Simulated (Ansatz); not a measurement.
# Li3TeH: the cost of one run

Method: DFT PBE, scalar-relativistic, plane waves, PAW, in Ansatz 0.2.0.

1 further run of the same task is left out (set aside as unsound or not needed).

### 1 The starting structure

Symmetry: Pm-3m, No. 221, cubic system. Conventional cell: a = 4.128 Å, b = 4.128 Å, c = 4.128 Å, α = 90.00°, β = 90.00°, γ = 90.00°. Around Te (site symmetry m-3m) lie 12 Li at 2.92 Å. H (site symmetry m-3m) has 6 Li at 2.06 Å as nearest neighbours. Li (site symmetry 4/mmm) has 2 H at 2.06 Å and 4 Te at 2.92 Å and 8 Li at 2.92 Å as nearest neighbours.

As a file:

```
Te H Li
1.0
     4.12800    0.00000    0.00000
     0.00000    4.12800    0.00000
     0.00000    0.00000    4.12800
Te H Li
1 1 3
Direct
  0.00000 0.00000 0.00000
  0.50000 0.50000 0.50000
  0.50000 0.50000 0.00000
  0.50000 0.00000 0.50000
  0.00000 0.50000 0.50000
```

The cell was made up by rule, so the compound may not exist in this form.

This is a trial structure, the antiperovskite prototype, and another one may lie lower.

### 2 Single point at 0.936 V0

input.yaml reads:

```yaml
crystal:
  lattice:
    - [4.128, 0.0, 0.0]
    - [0.0, 4.128, 0.0]
    - [0.0, 0.0, 4.128]
  atoms:
    - { symbol: Te, position: [0.0, 0.0, 0.0] }
    - { symbol: H, position: [0.5, 0.5, 0.5] }
    - { symbol: Li, position: [0.5, 0.5, 0.0] }
    - { symbol: Li, position: [0.5, 0.0, 0.5] }
    - { symbol: Li, position: [0.0, 0.5, 0.5] }
basis:
  ecutwfc: 420
kpoints:
  mp_grid: { grid: [6, 6, 6] }
hamiltonian:
  xc: pbe
scf:
  occupations: { method: gaussian, width: 0.02 }
output:
  forces: true
  stress: true
  eigenvalues: true
```

Launch:

```console
$ ansatz run input.yaml --threads 1 --pin off --max-ram 1228MiB --backend cpu --events-out ev --progress --plain --runs-dir out
```

**Question.** How long does this run take on 1 thread of Arm Neoverse N1, shared host, and how much memory does it need?

About 3.5 s, with a peak of 0.38 GiB.
